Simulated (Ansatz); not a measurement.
# ZrP2: the cost of one run

All numbers below are computed with Ansatz 0.2.0 (DFT PBE, plane waves, PAW, scalar-relativistic, no spin polarisation).

### 1 Starting point

The cell holds 12 atoms (P8Zr4): a = 6.220 Å, b = 5.817 Å, c = 6.402 Å, α = 80.31°, β = 85.77°, γ = 88.88°.

Structure file:

```cif
data_structure
_symmetry_space_group_name_H-M 'P 1'
_symmetry_Int_Tables_number 1
_cell_length_a 6.2203
_cell_length_b 5.8174
_cell_length_c 6.4024
_cell_angle_alpha 80.308
_cell_angle_beta 85.773
_cell_angle_gamma 88.881
_cell_volume 227.74
loop_
_atom_site_label
_atom_site_type_symbol
_atom_site_fract_x
_atom_site_fract_y
_atom_site_fract_z
_atom_site_occupancy
Zr1 Zr 0.48128 0.28830 0.98925 1
Zr2 Zr 0.83126 0.01729 0.72477 1
Zr3 Zr 0.33115 0.96665 0.42790 1
Zr4 Zr 0.09554 0.47230 0.50778 1
P1 P 0.62437 0.83368 0.11746 1
P2 P 0.45682 0.75686 0.82067 1
P3 P 0.05932 0.24574 0.16210 1
P4 P 0.75585 0.46157 0.24885 1
P5 P 0.85880 0.54241 0.87911 1
P6 P 0.90697 0.88907 0.32640 1
P7 P 0.52522 0.34467 0.55063 1
P8 P 0.16769 0.93167 0.99202 1
```

### 2 The run

The input, input.yaml:

```yaml
crystal:
  lattice:
    - [6.2142, 0.165797, -0.22037]
    - [-0.017043, 5.779787, 0.660065]
    - [0.68816, 0.361134, 6.3551]
  atoms:
    - { symbol: Zr, position: [0.481278, 0.288295, 0.989246] }
    - { symbol: Zr, position: [0.831262, 0.017287, 0.724772] }
    - { symbol: Zr, position: [0.331155, 0.966654, 0.427898] }
    - { symbol: Zr, position: [0.095538, 0.472302, 0.507778] }
    - { symbol: P, position: [0.624374, 0.833677, 0.117457] }
    - { symbol: P, position: [0.456816, 0.756861, 0.820674] }
    - { symbol: P, position: [0.059318, 0.24574, 0.162098] }
    - { symbol: P, position: [0.755853, 0.461565, 0.248847] }
    - { symbol: P, position: [0.858803, 0.542409, 0.879113] }
    - { symbol: P, position: [0.906975, 0.889074, 0.326403] }
    - { symbol: P, position: [0.525222, 0.344671, 0.550625] }
    - { symbol: P, position: [0.167686, 0.931666, 0.992019] }
kpoints:
  mp_grid: { grid: [3, 3, 3] }
magnetization:
  spin_polarized: false
scf:
  occupations: { method: fermi_dirac, width: 0.05 }
hamiltonian:
  pseudopotentials: { kind: paw }
  xc: pbe
basis:
  ecutwfc: 420
md:
  timestep: 0.5
  n_steps: 60
  ensemble: nvt_langevin
  temperature: 300.0
  initial_velocities: maxwell_boltzmann
  seed: 816242
```

The run is started by

```console
$ ansatz run input.yaml --threads 2 --pin off --max-ram 2560MiB --backend cpu --events-out ev --progress --plain --runs-dir out
```

What time and memory should one allow on 2 threads of Arm Neoverse V1, shared host?

About 6.3 min, with a peak of 0.6 GiB.
